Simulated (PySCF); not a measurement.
**SiH2Br− (SMILES [SiH2-]Br): levels of theory compared**

Aim: a comparison of 4 runs (B3LYP/STO-6G, M06-2X/STO-6G, PBE0/STO-6G, UMP2/STO-6G) of SiH2Br−. Input form: a Python script.

Program for the calculation: PySCF 2.14.0.

3 further runs of the same task are left out: 3 set aside as unsound or not needed.

**1. The structure to begin with**

SiH2Br− has 4 atoms, charge -1, and is taken as a singlet. SMILES: `[SiH2-]Br`. The Si1–Br2 distance was set to 3.638 Å, away from the relaxed value. At this shape a bond of the SMILES string is far longer than usual.

Bond lengths: Si1–H3 1.496 Å, Si1–H4 1.496 Å. Angles: H3–Si1–H4 98.4°. A long bond or contact: Si1–Br2 3.638 Å.

**2. A single-point energy at B3LYP/STO-6G (run 1)**

Input file input.py:

```python
from pyscf import gto, dft

mol = gto.Mole()
mol.atom = [
    ('Si', (-1.131786, -0.378835, -1.384643)),
    ('Br', (1.687710, -0.271360, 0.911070)),
    ('H', (-2.149726, -0.565815, -0.303843)),
    ('H', (-1.225676, 1.108535, -1.518293)),
]
mol.max_memory = 1860
mol.charge = -1
mol.basis = 'sto-6g'
mol.verbose = 3
mol.build()

ks = dft.RKS(mol, xc='b3lyp')
ks.grids.level = 5
ks.conv_tol = 1e-10
ks.kernel()
if not ks.converged:
    ks = ks.newton().run(ks.mo_coeff, ks.mo_occ)

e_final = ks.e_tot
print('E = %.10f Eh' % e_final)
```

Run with:

```sh
$ OMP_NUM_THREADS=1 python input.py
```

The program printed:

```text
converged SCF energy = -2850.47433439456
E = -2850.4743343946 Eh
```

Wall time 5.4 s (1 thread of Intel Xeon Platinum 8375C at 2.90GHz (Ice Lake), shared host); peak memory 0.24 GiB.

**3. A single-point energy at M06-2X/STO-6G (run 2)**

input.py: that of step 2 with these lines changed.

```diff
@@ -9,11 +9,13 @@
 ]
+mol.verbose = 3
+mol.charge = -1
 mol.max_memory = 1860
-mol.charge = -1
 mol.basis = 'sto-6g'
-mol.verbose = 3
+mol.spin = 0
 mol.build()
 
-ks = dft.RKS(mol, xc='b3lyp')
+ks = dft.RKS(mol)
+ks.xc = 'm06-2x'
+ks.conv_tol = 1e-10
 ks.grids.level = 5
-ks.conv_tol = 1e-10
 ks.kernel()
@@ -22,3 +24,3 @@
 
-e_final = ks.e_tot
-print('E = %.10f Eh' % e_final)
+energy = ks.e_tot
+print('Final energy', energy)
```

Run with:

```sh
$ OMP_NUM_THREADS=1 python input.py
```

The program printed:

```text
converged SCF energy = -2850.42231091395
Final energy -2850.4223109139543
```

It took 4.8 s on 1 thread of Intel Xeon Platinum 8375C at 2.90GHz (Ice Lake), shared host; peak memory 0.24 GiB.

Run 3 isn't shown in full; the table further down has it.

**4. A single-point energy at UMP2/STO-6G (run 4)**

Input file start.xyz:

```xyz
4

Si    -1.131786    -0.378835    -1.384643
Br     1.687710    -0.271360     0.911070
H     -2.149726    -0.565815    -0.303843
H     -1.225676     1.108535    -1.518293
```

Input file input.py:

```python
from pyscf import gto, mp

mol = gto.Mole()
mol.atom = 'start.xyz'
mol.charge = -1
mol.spin = 0
mol.basis = 'sto-6g'
mol.verbose = 4
mol.max_memory = 1860
mol.build()

hf = mol.UHF()
hf.conv_tol = 1e-10
hf.kernel()
if not hf.converged:
    hf = hf.newton().run(hf.mo_coeff, hf.mo_occ)
for _ in range(3):
    mo, _, stable, _ = hf.stability(return_status=True)
    if stable:
        break
    hf.kernel(hf.make_rdm1(mo, hf.mo_occ))

pt = mp.MP2(hf, frozen=14).run()
e_final = pt.e_tot
print('E = %.10f Eh' % e_final)
```

Run with:

```sh
$ OMP_NUM_THREADS=1 python input.py
```

The program printed:

```text
PySCF version 2.14.0

[INPUT] num. atoms = 4
[INPUT] num. electrons = 52
[INPUT] charge = -1
[INPUT] spin (= nelec alpha-beta = 2S) = 0
[INPUT] symmetry False subgroup None
[INPUT] Mole.unit = angstrom
[INPUT] Symbol           X                Y                Z      unit          X                Y                Z       unit  Magmom
[INPUT]  1 Si    -1.131786000000  -0.378835000000  -1.384643000000 AA   -2.138765571617  -0.715894396400  -2.616596050296 Bohr   0.0
[INPUT]  2 Br     1.687710000000  -0.271360000000   0.911070000000 AA    3.189309677690  -0.512796081162   1.721672780307 Bohr   0.0
[INPUT]  3 H     -2.149726000000  -0.565815000000  -0.303843000000 AA   -4.062393382857  -1.069235387171  -0.574180054866 Bohr   0.0
[INPUT]  4 H     -1.225676000000   1.108535000000  -1.518293000000 AA   -2.316191957452   2.094827549495  -2.869157946844 Bohr   0.0

nuclear repulsion = 90.5973518087607
number of shells = 15
number of NR pGTOs = 174
number of NR cGTOs = 29
basis = sto-6g
ecp = {}

[... 65 lines left out ...]
converged SCF energy = -2848.47766408981  <S^2> = 1.6501447e-06  2S+1 = 1.0000033
[... 76 lines left out ...]
converged SCF energy = -2848.47777983515  <S^2> = 0.071011181  2S+1 = 1.133157
[... 3 lines left out ...]
******** <class 'pyscf.mp.ump2.UMP2'> ********
nocc = (np.int64(12), np.int64(12)), nmo = (15, 15)
frozen orbitals 14
E(UMP2) = -2848.50944352699  E_corr = -0.0316636918387949
E(SCS-UMP2) = -2848.51554987656  E_corr = -0.0377700414028728
E_corr(same-spin) = -0.000261217850401318
E_corr(oppo-spin) = -0.0314024739883936
E = -2848.5094435270 Eh
```

Run time: 1.4 s. Hardware: 1 thread of Intel Xeon Platinum 8375C at 2.90GHz (Ice Lake), shared host; peak memory 0.12 GiB.

**5. All runs side by side**

```csv
run,level,integration grid,frozen core orbitals,energy (Eh),HOMO energy (eV),LUMO energy (eV),HOMO–LUMO gap (eV),wall time
1,B3LYP/STO-6G,5,–,-2850.474334,4.25,6.72,2.47,5.4 s
2,M06-2X/STO-6G,5,–,-2850.422311,3.08,7.56,4.47,4.8 s
3,PBE0/STO-6G,5,–,-2850.121857,4.03,6.84,2.81,4.8 s
4,UMP2/STO-6G,–,14,-2848.509444,1.90,10.54,8.64,1.4 s
```

**6. What came out**

| quantity | value |
| --- | --- |
| run 4: total energy | -2848.50944 Eh |
| run 4: HOMO energy (Hartree–Fock orbitals) | 1.90 eV |
| run 4: LUMO energy (Hartree–Fock orbitals) | 10.54 eV |
| run 4: HOMO–LUMO gap (to an unbound level, set by the basis) | 8.64 eV |
| run 4: correlation energy (14 core orbitals frozen) | -31.7 mEh |
| run 4: ⟨S²⟩ of the reference determinant | 0.071 |

**Reading.** Over runs 1, 2, 3 the HOMO–LUMO gap runs from 2.47 eV (B3LYP/STO-6G) to 4.47 eV (M06-2X/STO-6G). The empty levels of an anion lie above zero and hang on the basis. Totals of different functionals can't be ranked against each other. In runs 1, 2, 3, 4 the HOMO lies above zero, so the outermost electron may be held by the basis alone. In runs 1, 2, 3, 4 the basis is minimal, so the values are rough. All runs together took 16 s, the longest 5.4 s.
